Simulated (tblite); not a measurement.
# As44H19Sb: the cost of one run

Programs: tblite 0.8.0, with routines of our own; each step states its level. All values are computed. Atoms count from 0.

### Step 1. The starting structure

64 atoms, charge 0, multiplicity 1; geometry from: force field, distance geometry or constructed start.

### Step 2. Relaxing the molecule with GFN1-xTB

Job settings and geometry (Å):

```
{"job": {"kind": "relax", "xc": "GFN1-xTB", "basis": "xTB"}, "charge": 0, "multiplicity": 1}
As    -2.903900    -1.083100    -1.513200
As    -4.754900    -1.046300    -0.013600
As    -2.801600    -1.294000    -6.346200
Sb    -4.675400    -1.401800    -4.589700
As    -3.026900    -1.112600     8.311700
As    -2.968000    -1.082800     3.391800
As    -4.808900    -1.063400     4.895100
As    -2.863400     1.103600    -2.459300
As    -3.008300     0.955500    -7.092900
As    -4.642100     1.114200    -4.048900
As    -2.987900     1.084000     7.391000
As    -2.926100     1.109600     2.472500
As    -4.794500     1.120200     5.847600
As    -4.726900     1.141600     0.919300
As     6.202500    -1.172900     0.117200
As     4.394900    -1.150800    -1.424600
As     2.557100    -1.139300     0.079800
As     4.420200    -0.958500    -6.497600
As     2.652000    -1.074700    -4.903400
As     0.751700    -1.123900    -1.465200
As    -1.100600    -1.096900     0.034500
As     0.788500    -1.091600    -6.387300
As    -0.992400    -1.187400    -4.798600
As     4.331600    -1.177500     3.483600
As     2.492100    -1.156800     4.990300
As     0.617700    -1.160100     8.354800
As    -1.218900    -1.144700     9.856900
As     0.684700    -1.129500     3.441300
As    -1.158300    -1.113500     4.942300
As     4.431100     1.044400    -2.345400
As     4.314600     1.269200    -7.338900
As     2.623900     1.079800    -3.899700
As     0.778100     1.064100    -2.404200
As     2.431700     1.276300    -8.791600
As     0.665600     1.142400    -7.208000
As    -1.020400     1.040600    -3.964400
As    -1.224100     1.190100    -8.653700
As     6.217800     1.009800     1.057100
As     4.374300     1.017400     2.564500
As     2.501800     1.028900     5.934100
As     0.663000     1.035700     7.442000
As     2.573800     1.042000     1.017400
As     0.728300     1.064500     2.514000
As    -1.139700     1.070600     5.885800
As    -1.084800     1.090600     0.968100
H     -5.877100    -0.989900    -1.002300
H     -5.770300    -1.127500    -5.851700
H     -4.173200    -1.059000     9.276000
H     -5.929700    -1.001600     3.905400
H     -4.159100     0.901600    -8.051800
H     -5.808200     1.057100    -3.107600
H     -5.933100     1.089200     6.806500
H     -5.878000     1.119600     1.886600
H      7.348200    -1.144700    -0.852200
H      5.589200    -0.911500    -5.554100
H      5.458900    -1.146400     4.479200
H      1.754700    -1.145400     9.343000
H     -1.205800     0.244900    10.434300
H      5.578400     0.997200    -3.308800
H      5.408300     1.307700    -8.359800
H      2.450300    -0.080900    -9.427400
H     -1.177600    -0.135200    -9.353600
H      7.341800     0.949300     2.053000
H      3.629300     0.968300     6.926600
```

Command:

```
OMP_NUM_THREADS=1 python large_run.py task.json out
```

One launch serves the whole session: the jobs run in the order shown.

**Question.** How long does this run take on 1 thread of Arm Neoverse V1, shared host?

About 65 s.
